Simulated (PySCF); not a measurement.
# From one method to the next for AlSe

What do other methods print for AlSe when all else stays?

The runs use PySCF 2.14.0; method and basis as typed in the scripts.

## Step 1: Where the work starts

AlSe: 2 atoms, charge 0, spin multiplicity 2.

Bond lengths: Al1–Se2 2.195 Å.

## Step 2: The base run

Contents of input.py:

```python
from pyscf import gto, dft

mol = gto.M(
    atom='Al 0 0 0; Se 0 0 2.195',
    basis='crenbl',
    ecp={'Al': 'crenbl', 'Se': 'crenbl'},
    charge=0,
    spin=1,
    symmetry=True,
    verbose=4,
)
mf = dft.ROKS(mol, xc='wb97')
mf.kernel()
mf.dip_moment()
print('orbital energies (hartree):', mf.mo_energy[..., max(0, mol.nelec[1]-3):mol.nelec[0]+3].round(4))
```

Run with:

```console
$ python input.py
```

## Step 3: Lda,vwn

Edit 1 changes functional: wb97 → lda,vwn.

input.py: that of step 2 with these lines changed.

```diff
@@ -11,3 +11,3 @@
 )
-mf = dft.ROKS(mol, xc='wb97')
+mf = dft.ROKS(mol, xc='lda,vwn')
 mf.kernel()
```

## Step 4: Hf,lyp

Edit 2 changes functional: wb97 → hf,lyp.

input.py: that of step 2 with these lines changed.

```diff
@@ -11,3 +11,3 @@
 )
-mf = dft.ROKS(mol, xc='wb97')
+mf = dft.ROKS(mol, xc='hf,lyp')
 mf.kernel()
```

## Step 5: Tpssh

Edit 3 changes functional: wb97 → tpssh.

input.py: that of step 2 with these lines changed.

```diff
@@ -11,3 +11,3 @@
 )
-mf = dft.ROKS(mol, xc='wb97')
+mf = dft.ROKS(mol, xc='tpssh')
 mf.kernel()
```

## Step 6: Frequency run (UHF)

Edit 4 changes step after the SCF: none → frequency; SCF type: ROKS → UHF; functional: wb97 → none (Hartree–Fock).

Contents of input.py:

```python
from pyscf import gto, scf
from pyscf.hessian import thermo

mol = gto.M(
    atom='Al 0 0 0; Se 0 0 2.195',
    basis='crenbl',
    ecp={'Al': 'crenbl', 'Se': 'crenbl'},
    charge=0,
    spin=1,
    symmetry=True,
    verbose=4,
)
mf = scf.UHF(mol)
mf.kernel()
hess = mf.Hessian().kernel()
print('wavenumber (cm^-1) =', thermo.harmonic_analysis(mol, hess)['freq_wavenumber'].round(1))
mf.dip_moment()
print('orbital energies (hartree):', [e[max(0, n-3):n+3].round(4) for e, n in zip(mf.mo_energy, mol.nelec)])
```

Q: Predict the outcome of this session. Wanted: for each run, E(SCF); from base; gap, α spin; dipole; after the SCF.

**Answer**, as computed:

| run | E(SCF) (hartree) | from base (eV) | cycles | gap, α spin (eV) | dipole (D) | after the SCF |
| --- | --- | --- | --- | --- | --- | --- |
| base | -136.549673 | 0 | 11 | n/a | 4.12 | n/a |
| lda,vwn | -136.262796 | not comparable | 12 | n/a | 3.28 | n/a |
| hf,lyp | -133.983991 | not comparable | 11 | n/a | 5.23 | n/a |
| tpssh | -136.157370 | not comparable | 12 | n/a | 3.65 | n/a |
| frequency run (UHF) | -133.320249 | not comparable | 15 | 9.58 | 4.91 | highest mode 433 cm⁻¹ |

A lower total energy from another functional means nothing by itself.
